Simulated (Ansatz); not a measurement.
# Te2As3: the cost of one run

Method: DFT PBE, scalar-relativistic, plane waves, PAW, in Ansatz 0.2.0.

### 1 The starting structure

Symmetry: P-3m1, No. 164, trigonal system. Conventional cell: a = 4.984 Å, b = 4.984 Å, c = 6.356 Å, α = 90.00°, β = 90.00°, γ = 120.00°. Around Te (site symmetry 3m) lie 8 As at 2.99 to 3.34 Å. Around As (site symmetry 3m) lie 5 Te at 2.99 to 3.34 Å. As (site symmetry -3m) is surrounded by 6 Te at 3.14 Å and 6 As at 3.55 Å.

Structure file:

```
CELL_PARAMETERS angstrom
4.98446 0.00000 0.00000
-2.49223 4.31667 0.00000
0.00000 0.00000 6.35645
ATOMIC_POSITIONS crystal
Te 0.33333 0.66667 0.19911
Te 0.66667 0.33333 0.80089
As 0.33333 0.66667 0.67364
As 0.66667 0.33333 0.32636
As 0.00000 0.00000 0.00000
```

A structure generator made this guess: species swapped into a database cell of Si2Rh3 (P-3m1, No. 164), with Te on the Si sites and As on the Rh sites. Lengths come from tabulated atomic sizes and are only a guess.

### 2 Probe: one point on a coarse mesh

File input.yaml:

```yaml
crystal:
  lattice:
    - [4.98445794, 0.0, 0.0]
    - [-2.49222897, 4.3166672, 0.0]
    - [0.0, 0.0, 6.35645456]
  atoms:
    - { symbol: Te, position: [0.33333333, 0.66666667, 0.19910987] }
    - { symbol: Te, position: [0.66666667, 0.33333333, 0.80089013] }
    - { symbol: As, position: [0.33333333, 0.66666667, 0.67363966] }
    - { symbol: As, position: [0.66666667, 0.33333333, 0.32636034] }
    - { symbol: As, position: [0.0, 0.0, 0.0] }
basis:
  ecutwfc: 420
kpoints:
  mp_grid: { grid: [6, 6, 4] }
hamiltonian:
  xc: pbe
scf:
  occupations: { method: gaussian, width: 0.1 }
  lower_state_search: "off"
output:
  forces: true
  stress: true
  eigenvalues: true
```

The run is started by

```bash
$ ansatz run input.yaml --threads 1 --pin off --max-ram 2560MiB --backend cpu --events-out ev --progress --plain --runs-dir out
```

**Question.** How long does this run take on 1 thread of Intel Xeon at 2.50GHz (Skylake/Cascade Lake), shared host, and how much memory does it need?

About 20 s, with a peak of 0.47 GiB.
